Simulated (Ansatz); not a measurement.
Wanted: the native input for an Ansatz 0.2.0 run.

- Task: relaxation of cell and atoms
- Functional: r2SCAN
- Potentials or basis: Ansatz PAW
- Cutoff: 500 eV (not typed: the program's choice for these potentials)
- k mesh: 9 × 9 × 6
- Occupations: fermi-dirac, width 0.05 eV
- Spin: collinear spin, ferromagnetic start
- Starting moments: [0.0, 2.0, 0.0, 0.0] μB

TaVN2:

```
Ta V N
1.0
     3.04987    0.00000    0.00000
     0.00000    3.04987    0.00000
     0.00000    0.00000    4.29606
Ta V N
1 1 2
Direct
  0.00000 0.00000 0.00000
  0.50000 0.50000 0.50000
  0.50000 0.50000 0.00000
  0.00000 0.00000 0.50000
```

The cell comes from a database or a generator and needn't be the stable form of this composition.

These files were run (other wordings do the same):

input.yaml

```yaml
crystal:
  lattice:
    - [3.049867, 0.0, 0.0]
    - [0.0, 3.049867, 0.0]
    - [0.0, 0.0, 4.296062]
  atoms:
    - { symbol: Ta, position: [0.0, 0.0, 0.0] }
    - { symbol: V, position: [0.5, 0.5, 0.5], spin: 2.0 }
    - { symbol: "N", position: [0.5, 0.5, 0.0] }
    - { symbol: "N", position: [0.0, 0.0, 0.5] }
hamiltonian:
  xc: r2scan
  pseudopotentials: { kind: paw }
magnetization:
  spin_polarized: true
kpoints:
  mp_grid: { grid: [9, 9, 6] }
scf:
  occupations: { method: fermi_dirac, width: 0.05 }
output:
  forces: true
  stress: true
  eigenvalues: true
relax:
  f_tol: 0.01
  max_steps: 40
  cell: { stress_tol: 0.05 }
```

Potentials or basis: Ansatz PAW.

Command:

```bash
$ ansatz run input.yaml --threads 2 --pin off --max-ram 5632MiB --backend cpu --events-out ev --progress --plain --runs-dir out
```

It gave:

```json
{"Relaxed volume": "10.05 Å³/atom", "Relaxed cell": "a = 3.063 Å, b = 3.063 Å, c = 4.282 Å, α = 90.00°, β = 90.00°, γ = 90.00°", "Space group after relaxing (to 0.05 Å)": "P4/mmm (No. 123)", "Energy gained by relaxing": "0.7 meV/atom", "Ionic steps": "6", "Pressure after relaxing": "0.0 GPa", "Band gap on the k mesh": "none (metal or under the smearing width)", "Net moment": "2.09 μB per cell", "Absolute moment": "2.33 μB per cell", "Site moments": "Ta -0.05; V +1.69; N +0.04, +0.06 μB"}
```

Caveat: the magnetic or orbital state may not be the lowest; the plane-wave basis is chosen anew once the cell has moved, so the energies of steps on either side of that aren't comparable; the PAW data sets come from PBE, with cores solved anew for the run's functional, which leaves a small shift of forces and pressure.

Wall time 3.2 min on 2 threads of Intel(R) Xeon(R) Processor @ 2.50GHz (Skylake/Cascade Lake), on a shared host, peak memory 0.56 GiB.
